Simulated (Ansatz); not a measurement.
# C₃H₂Na+: single points off equilibrium

An exercise on one series of results from a longer session: the logs are not shown, and one member is left open.

Computed with Ansatz 0.2.0, Gaussian basis. Level: single points in def2-TZVPP.

Correlated methods freeze the cores. The outer core shell of Li, Na, Mg and K is correlated.

### The system as given

SMILES `[CH2+]C#[C][Na]`, 6 atoms, charge 1, spin multiplicity 1.

Atoms are counted from 1 here; the program's logs count them from 0.

Bond lengths: C1–C2 1.289 Å, C1–H5 1.086 Å, C1–H6 1.012 Å, C2–C3 1.218 Å, C3–Na4 2.310 Å. Angles: C2–C1–H5 113.3°, C2–C1–H6 125.3°, H5–C1–H6 117.8°, C1–C2–C3 171.9°, C2–C3–Na4 169.7°.

As a file:

```xyz
6
C3H2Na
C     0.25030    1.18320    0.26100
C    -0.07580   -0.03060   -0.02720
C    -0.21410   -1.20610   -0.31670
Na   -0.71360   -3.29280   -1.17350
H     0.66000    1.29200    1.26120
H    -0.11600    2.01110   -0.19230
```

Set-up of the first run:

run/in.yaml reads:

```yaml
crystal:
  periodic: [false, false, false]
  atoms:
    - {symbol: C, position_ang: [0.250300, 1.183200, 0.261000]}
    - {symbol: C, position_ang: [-0.075800, -0.030600, -0.027200]}
    - {symbol: C, position_ang: [-0.214100, -1.206100, -0.316700]}
    - {symbol: Na, position_ang: [-0.713600, -3.292800, -1.173500]}
    - {symbol: H, position_ang: [0.660000, 1.292000, 1.261200]}
    - {symbol: H, position_ang: [-0.116000, 2.011100, -0.192300]}
basis:
  gaussian: {orbitals: def2-TZVPP}
total_charge: 1
correlation: {method: ccsd_t}
output: {forces: true}
```

No record of the launch command was kept for these runs.

Steps of the session up to this table: CCSD(T)/def2-TZVPP; PBE0-D4/def2-TZVPP; wB97M-V/def2-TZVPP; r2SCAN-D4/def2-TZVPP; PBE-D4/def2-TZVPP; HSE06-D4/def2-TZVPP; B97M-V/def2-TZVPP.

One of the session's tables, all rows but one given; the rest of the session is left out.

```
   method  RMS force component (eV/Å)  angle to CCSD(T) forces (°)
  CCSD(T)                       1.586                    reference
  PBE0-D4                       1.427                          9.9
  wB97M-V                       1.373                         10.4
r2SCAN-D4                       1.452                          8.3
   PBE-D4                           ?                            ?
 HSE06-D4                       1.432                          9.7
   B97M-V                       1.406                         10.0
```

Q: Estimate the row for PBE-D4 from the others.

The run gave: RMS force component (eV/Å): 1.563; angle to CCSD(T) forces (°): 6.6. In the column «RMS force component (eV/Å)» it lies between r2SCAN-D4 (1.452) and CCSD(T) (1.586).
